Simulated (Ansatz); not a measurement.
# GeN₂H₅ radical: a ladder of functionals and wavefunction methods

An exercise on one series of results from a longer session: the logs are not shown, and one member is left open.

Computed with Ansatz 0.2.0, Gaussian basis. Level: functionals in def2-TZVPP, the program's frozen cores in correlated methods.

The runs, in order: LDA (SPW92), PBE-D4, revPBE-D4, BLYP-D4, r2SCAN-D4, B97M-V, PBE0-D4, B3LYP-D4, r2SCANh-D4, r2SCAN0-D4, HSE06-D4, BHLYP-D4, CAM-B3LYP-D4, LC-ωPBE, ωB97X-V, ωB97M-V, B2PLYP, PBE-QIDH; CCSD(T)/def2-SVP; CCSD(T)/def2-TZVPP; MP2/def2-QZVPP; extrapolation to the limit; RPA on PBE.

### The geometry

An earlier PBE0-D4 in a triple-zeta def2 set relaxation fixed the geometry.

SMILES `[NH][GeH2][NH2]`, 8 atoms, charge 0, spin multiplicity 2.

Atoms are counted from 1 here; the program's logs count them from 0.

Bond lengths: N1–Ge2 1.861 Å, N1–H4 1.025 Å, Ge2–N3 1.829 Å, Ge2–H5 1.552 Å, Ge2–H6 1.541 Å, N3–H7 1.011 Å, N3–H8 1.010 Å. Angles: Ge2–N1–H4 109.3°, N1–Ge2–N3 104.2°, N1–Ge2–H5 105.7°, N1–Ge2–H6 114.1°, N3–Ge2–H5 115.8°, N3–Ge2–H6 107.4°, H5–Ge2–H6 109.8°, Ge2–N3–H7 113.8°, Ge2–N3–H8 115.2°, H7–N3–H8 109.1°.

Set-up of the first run:

The input, in.yaml:

```yaml
crystal:
  periodic: [false, false, false]
  atoms:
    - {symbol: N, position_ang: [-1.696184, -0.133049, -0.510187]}
    - {symbol: Ge, position_ang: [0.044828, 0.440044, -0.185436]}
    - {symbol: N, position_ang: [0.758340, -0.869047, 0.874143]}
    - {symbol: H, position_ang: [-2.241680, 0.643608, -0.898104]}
    - {symbol: H, position_ang: [0.698705, 0.607465, -1.583054]}
    - {symbol: H, position_ang: [0.135601, 1.765653, 0.595019]}
    - {symbol: H, position_ang: [0.680201, -1.798307, 0.484186]}
    - {symbol: H, position_ang: [1.712289, -0.713468, 1.167633]}
basis:
  gaussian: {orbitals: def2-TZVPP}
magnetization: {spin_polarized: true, initial_magnetization: 1}
hamiltonian: {xc: lda}
output: {orbitals: {seedname: orbitals}}
```

Steps of the session up to this table: LDA; PBE-D4 (GGA); revPBE-D4 (GGA); BLYP-D4 (GGA); r2SCAN-D4 (meta-GGA); B97M-V (meta-GGA); PBE0-D4 (hybrid); B3LYP-D4 (hybrid); r2SCANh-D4 (hybrid); r2SCAN0-D4 (hybrid); HSE06-D4 (hybrid); BHLYP-D4 (hybrid); CAM-B3LYP-D4 (range-separated); LC-ωPBE-D4 (range-separated; the results give it without D4); ωB97X-V (range-separated); ωB97M-V (range-separated); B2PLYP (double hybrid); PBE-QIDH (double hybrid).

One table of the session follows, with a row left open; its other results are not shown here.

It belongs to the step «Orbital energies across the functionals». 

| functional | HOMO (eV) | LUMO (eV) | gap (eV) |
| --- | --- | --- | --- |
| LDA (SPW92) | -6.06 | -5.04 | 1.02 |
| PBE-D4 | -5.93 | -4.45 | 1.48 |
| revPBE-D4 | -5.88 | -4.30 | 1.58 |
| BLYP-D4 | ? | ? | ? |
| r2SCAN-D4 | -6.23 | -3.74 | 2.49 |
| B97M-V | -6.36 | -3.90 | 2.46 |
| PBE0-D4 | -7.36 | -2.90 | 4.46 |
| B3LYP-D4 | -7.12 | -3.41 | 3.71 |
| r2SCANh-D4 | -6.77 | -3.21 | 3.56 |
| r2SCAN0-D4 | -7.57 | -2.42 | 5.15 |
| HSE06-D4 | -6.95 | -3.30 | 3.65 |
| BHLYP-D4 | -8.70 | -1.46 | 7.25 |
| CAM-B3LYP-D4 | -8.78 | -1.80 | 6.98 |
| LC-ωPBE | -10.18 | -0.24 | 9.94 |
| ωB97X-V | -9.81 | -0.73 | 9.08 |
| ωB97M-V | -9.70 | -0.84 | 8.86 |

Estimate the missing values for BLYP-D4.

Worked estimate for «HOMO (eV)». Against the share of exact exchange, B3LYP-D4 (0.2, -7.12), BHLYP-D4 (0.5, -8.70) give a slope of -5.27 per unit share; at 0 the line stands at -6.07.

The run gave: HOMO (eV): -5.82; LUMO (eV): -4.45; gap (eV): 1.37. In «HOMO (eV)» the line misses by -0.25.
